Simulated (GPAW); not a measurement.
GeW:

```
Ge W
1.0
     0.00000    2.57761    2.57761
     2.57761    0.00000    2.57761
     2.57761    2.57761    0.00000
Ge W
1 1
Direct
  0.50000 0.50000 0.50000
  0.00000 0.00000 0.00000
```

The cell was built by a generator and needn't be a form met in nature.

```yaml
Program: GPAW 26.7.0
Task: relaxation of cell and atoms
Functional: r2SCAN
Potentials_or_basis: GPAW PAW data sets (gpaw-data 1.2.1)
Cutoff: 600 eV
Basis: pw
k_mesh: 8 × 8 × 8
Occupations: fermi-dirac, width 0.05 eV
Spin: no spin polarisation
```

At the start: pressure -2.9 GPa; volume 17.13 Å³/atom.

Task: How do energy, volume and symmetry change on relaxing?

Result: Over 3 steps the energy falls by 2.5 meV/atom and the volume is 16.85 Å³/atom (-1.6 %); space group Fm-3m (No. 225, to 0.05 Å).

Step by step:
| step | energy change (eV) | largest force (eV/Å) | pressure (GPa) | volume (Å³) |
| --- | --- | --- | --- | --- |
| 1 | 0.0000 | 0.0000 | -2.89 | 34.25 |
| 2 | -0.0032 | 0.0000 | -1.73 | 34.03 |
| 3 | -0.0050 | 0.0000 | 0.04 | 33.70 |

Final structure:
```xyz
2
Lattice="0.0000 2.5636 2.5636 2.5636 0.0000 2.5636 2.5636 2.5636 0.0000" Properties=species:S:1:pos:R:3 pbc="T T T"
Ge    2.5636    2.5636    2.5636
W     0.0000    0.0000    0.0000
```

Caveat: later steps reuse the first step's grids; the PAW data sets were made with another functional, which shifts forces and pressure a little.
